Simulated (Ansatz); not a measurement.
# Alloy of ZnSiP2 and MgSiP2 (1 of 16 Zn sites exchanged), 64 atoms

How does this alloy cell relax, and what gap do PBEsol and HSE06 give?

All numbers are computed with Ansatz 0.2.0 (PAW, plane waves).

## (1) The starting cell

64 atoms (15 Zn, 1 Mg, 16 Si, 32 P); a = 10.750 Å, b = 10.750 Å, c = 10.423 Å, α = 90.00°, β = 90.00°, γ = 90.00°. All atoms were shaken off their sites by about 0.02 Å along each axis.

The runs, in order: (2) PBEsol cell relaxation at the single k point (¼, ¼, ¼), on 1 × NVIDIA H100 80GB HBM3 with 2 threads of AMD EPYC 7R13; (3) HSE06 single point at the Γ point alone, on 1 × NVIDIA H100 80GB HBM3 with 2 threads of AMD EPYC 7R13.

## (2) Relaxing cell and atoms with PBEsol

File in.yaml:

```yaml
crystal:
  lattice:
    - [10.750305, -0.000053, -0.000014]
    - [-0.000053, 10.750305, -0.000014]
    - [-0.000013, -0.000013, 10.423404]
  atoms:
    - { symbol: Zn, position: [0.999724, 0.000344, 0.999165] }
    - { symbol: Zn, position: [0.004214, 0.500591, 0.999814] }
    - { symbol: Zn, position: [0.499761, 0.997033, 0.997890] }
    - { symbol: Zn, position: [0.001978, 0.247194, 0.248913] }
    - { symbol: Zn, position: [0.996627, 0.752799, 0.248040] }
    - { symbol: Zn, position: [0.501456, 0.248900, 0.249860] }
    - { symbol: Zn, position: [0.497517, 0.744885, 0.248768] }
    - { symbol: Zn, position: [0.250663, 0.003941, 0.751686] }
    - { symbol: Zn, position: [0.251540, 0.499657, 0.752419] }
    - { symbol: Zn, position: [0.749769, 0.001604, 0.749295] }
    - { symbol: Zn, position: [0.750059, 0.497977, 0.749634] }
    - { symbol: Zn, position: [0.250199, 0.249387, 0.499165] }
    - { symbol: Zn, position: [0.250992, 0.751195, 0.499200] }
    - { symbol: Zn, position: [0.752516, 0.253374, 0.497351] }
    - { symbol: Zn, position: [0.750572, 0.750702, 0.498193] }
    - { symbol: Mg, position: [0.499554, 0.497397, 0.002476] }
    - { symbol: Si, position: [0.000888, 0.002372, 0.500974] }
    - { symbol: Si, position: [0.998780, 0.499991, 0.501452] }
    - { symbol: Si, position: [0.502838, 0.997676, 0.500994] }
    - { symbol: Si, position: [0.500538, 0.501530, 0.498506] }
    - { symbol: Si, position: [0.251811, 0.999424, 0.251465] }
    - { symbol: Si, position: [0.251505, 0.503607, 0.249986] }
    - { symbol: Si, position: [0.752409, 0.998710, 0.253104] }
    - { symbol: Si, position: [0.748021, 0.501393, 0.249328] }
    - { symbol: Si, position: [0.249363, 0.251031, 0.000181] }
    - { symbol: Si, position: [0.251284, 0.748174, 0.998210] }
    - { symbol: Si, position: [0.751312, 0.247893, 0.001539] }
    - { symbol: Si, position: [0.750873, 0.749128, 0.001069] }
    - { symbol: Si, position: [0.001487, 0.251992, 0.746366] }
    - { symbol: Si, position: [0.998495, 0.751704, 0.750835] }
    - { symbol: Si, position: [0.501420, 0.248942, 0.752850] }
    - { symbol: Si, position: [0.499206, 0.749761, 0.750645] }
    - { symbol: P, position: [0.136405, 0.125555, 0.123674] }
    - { symbol: P, position: [0.134874, 0.627472, 0.122761] }
    - { symbol: P, position: [0.631531, 0.125196, 0.121219] }
    - { symbol: P, position: [0.632986, 0.625751, 0.126183] }
    - { symbol: P, position: [0.117396, 0.121365, 0.623547] }
    - { symbol: P, position: [0.114962, 0.623297, 0.622789] }
    - { symbol: P, position: [0.617129, 0.127947, 0.623172] }
    - { symbol: P, position: [0.614834, 0.621721, 0.624092] }
    - { symbol: P, position: [0.364777, 0.377155, 0.122591] }
    - { symbol: P, position: [0.367431, 0.877564, 0.125152] }
    - { symbol: P, position: [0.865228, 0.377623, 0.124329] }
    - { symbol: P, position: [0.866838, 0.875270, 0.125082] }
    - { symbol: P, position: [0.374022, 0.116587, 0.375833] }
    - { symbol: P, position: [0.374334, 0.619422, 0.376944] }
    - { symbol: P, position: [0.874650, 0.118213, 0.373338] }
    - { symbol: P, position: [0.874967, 0.616422, 0.373814] }
    - { symbol: P, position: [0.123657, 0.385267, 0.371532] }
    - { symbol: P, position: [0.125468, 0.882339, 0.374115] }
    - { symbol: P, position: [0.627873, 0.384624, 0.375263] }
    - { symbol: P, position: [0.622958, 0.885409, 0.374578] }
    - { symbol: P, position: [0.121534, 0.366424, 0.876444] }
    - { symbol: P, position: [0.127016, 0.869663, 0.873427] }
    - { symbol: P, position: [0.625775, 0.366656, 0.877299] }
    - { symbol: P, position: [0.626728, 0.866360, 0.873668] }
    - { symbol: P, position: [0.386007, 0.375414, 0.622781] }
    - { symbol: P, position: [0.382984, 0.876099, 0.626089] }
    - { symbol: P, position: [0.882640, 0.374205, 0.625865] }
    - { symbol: P, position: [0.884233, 0.872023, 0.626850] }
    - { symbol: P, position: [0.376100, 0.135171, 0.873757] }
    - { symbol: P, position: [0.372945, 0.634946, 0.875861] }
    - { symbol: P, position: [0.875660, 0.132979, 0.874171] }
    - { symbol: P, position: [0.875528, 0.633053, 0.869692] }
  symmetry: { detect: false }
kpoints:
  mp_grid: { grid: [1, 1, 1], shift: [0.25, 0.25, 0.25] }
hamiltonian:
  xc: pbesol
scf:
  occupations: { method: fermi_dirac, width: 0.01 }
relax:
  f_tol: 0.03
  max_steps: 80
  escape_saddle: false
  adjacent_minimum: "off"
  cell: { fix: [alpha, beta, gamma] }
output:
  forces: true
  eigenvalues: true
  populations: true
  write_density: true
  write_potential: true
  elf: true
  volumetric_format: npy
```

Run with:

```
$ ansatz run in.yaml --threads 2 --pin off --max-ram 30400MiB --runs-dir r --events-out ev --progress --plain --backend cuda --devices 0, --max-vram 18GiB
```

The runs that follow: HSE06 single point.

Q: Predict the outcome of this session. Wanted: for each run, top filled to lowest empty.

As calculated:

```
             level        time   k points  top filled to lowest empty (eV)
PBEsol, relaxation  23 s (GPU)  (¼, ¼, ¼)                             1.80
             HSE06  57 s (GPU)          Γ                             1.97
```

| quantity | value |
| --- | --- |
| relaxation | 5 recorded steps, 0.70 eV gained |
| largest shift | 0.13 Å (P41 and others alike) |
| relaxed cell | a = 10.741 Å, b = 10.744 Å, c = 10.444 Å, α = 90.00°, β = 90.00°, γ = 90.00° |
| mean bonds | Mg–P 2.470, P–Si 2.255, P–Zn 2.349 Å |

**What this shows.** Relaxation gains 0.70 eV, with shifts up to 0.13 Å (P41 and others alike), while the volume changes by +0.1 %. The mean lengths of the listed bonds run from P–Si 2.25 Å to Mg–P 2.47 Å. The relaxation ran on other k points, so part of any difference from the later rows can come from the mesh. With one k point the spacing samples only the states that fold onto it, so it can exceed the gap over the zone.
